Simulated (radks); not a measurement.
# Mg with its nuclear charge varied continuously

One table from this session's results is given with a row withheld; the runs are named, their logs left out.

Method: scalar-relativistic Kohn-Sham, PBE, spin-polarised, spherical densities, finite nucleus. Code: radks (a radial shooting solver on a logarithmic mesh, Libxc functionals) version 1.

## Starting point

* element: magnesium (Z = 12)
* charge: 0
* electrons: 12
* configuration: [Ne] 3s2
* nuclear rms radius: 3.057 fm

The outer shells:

Mg
```
[Ne] core
3s [↑↓]
```

The first run:

The run's settings:

```text
Z 12
configuration [Ne] 3s2
relativity scalar-relativistic
functional pbe,pbe
spin polarised
nucleus finite rms 3.057 fm
c 137.035999084
```

Steps of the session up to this table: Z = 12.

One of the session's tables, all rows but one given; the rest of the session is left out.

It belongs to the step «Z = 12». Radial moments (bohr):

| level | <r> | outermost maximum (interpolated) | 90 % within | nodes |
| --- | --- | --- | --- | --- |
| 1s | ? | ? | ? | ? |
| 2s | 0.6972 | 0.547 | 1.11 | 1 |
| 2p | 0.6894 | 0.479 | 1.18 | 0 |
| 3s | 3.150 | 2.55 | 4.87 | 2 |

Estimate the missing values for 1s.

**Answer.** <r>: 0.1306; outermost maximum (interpolated): 0.0851; 90 % within: 0.234; nodes: 0. In the column «<r>» it is the lowest.

Limits of these values: At Z = 12 the central difference of E is -40.037 hartree, against -40.032 from the Hellmann-Feynman theorem; the scalar-relativistic energy here is not variational, so the two differ by a part that grows with Z.
